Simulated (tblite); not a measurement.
# C5H18Si3: the cost of one run

Computed with tblite 0.8.0 and PySCF 2.14.0, with density-fitted response routines of our own, on a single molecule in the gas phase. Atoms count from 0, in the outputs and in this text.

### 1 The starting structure

26 atoms, charge 0, multiplicity 1; geometry from: force field or distance geometry start.

Bonds of the start (Å): C0–C1 1.51, C1–C2 1.51, C2–Si3 1.88, C2–C4 1.48, C4–Si5 1.85, C4–Si6 1.89, Si6–C7 1.86, C0–H8 1.11, C0–H9 1.10, C0–H10 1.11, C1–H11 1.09, C1–H12 1.13, C2–H13 1.12, Si3–H14 1.47, Si3–H15 1.46, Si3–H16 1.46, C4–H17 1.10, Si5–H18 1.46, Si5–H19 1.44, Si5–H20 1.50, Si6–H21 1.46, Si6–H22 1.47, C7–H23 1.12, C7–H24 1.11, C7–H25 1.10.

### 2 Geometry optimisation with GFN2-xTB

Job settings and geometry (Å):

```
{"job": {"kind": "relax", "xc": "GFN2-xTB", "basis": "xTB"}, "charge": 0, "multiplicity": 1}
C     -3.095700     0.337200     1.286700
C     -1.729300     0.900700     0.956100
C     -0.761700    -0.149000     0.471500
Si    -1.358600    -0.975600    -1.111900
C      0.649400     0.307200     0.403000
Si     0.959500     1.752800    -0.716200
Si     1.720400    -1.088900    -0.294100
C      3.514800    -0.887800     0.172100
H     -3.247100     0.341600     2.389800
H     -3.186100    -0.719600     0.981200
H     -3.906600     0.930800     0.826300
H     -1.816300     1.732800     0.250700
H     -1.350100     1.297800     1.946200
H     -0.784500    -0.966400     1.241800
H     -1.069700    -2.411800    -0.972300
H     -0.606600    -0.480700    -2.265200
H     -2.795600    -0.802300    -1.325600
H      1.012200     0.523600     1.413600
H      1.121600     1.301700    -2.098000
H     -0.002900     2.821200    -0.633000
H      2.267900     2.334300    -0.279800
H      1.266400    -2.389600     0.200000
H      1.591300    -1.027500    -1.755000
H      3.983900    -1.881200    -0.024400
H      4.014000    -0.127700    -0.460800
H      3.588500    -0.650800     1.240100
```

Started as:

```
OMP_NUM_THREADS=1 python probes_run.py task.json out
```

One launch serves the whole session: the jobs run in the order shown.

Q: Estimate the wall time and peak memory of this first job on 1 thread of Arm Neoverse N1, shared host.

About 4.8 s, with a peak of 0.19 GiB.
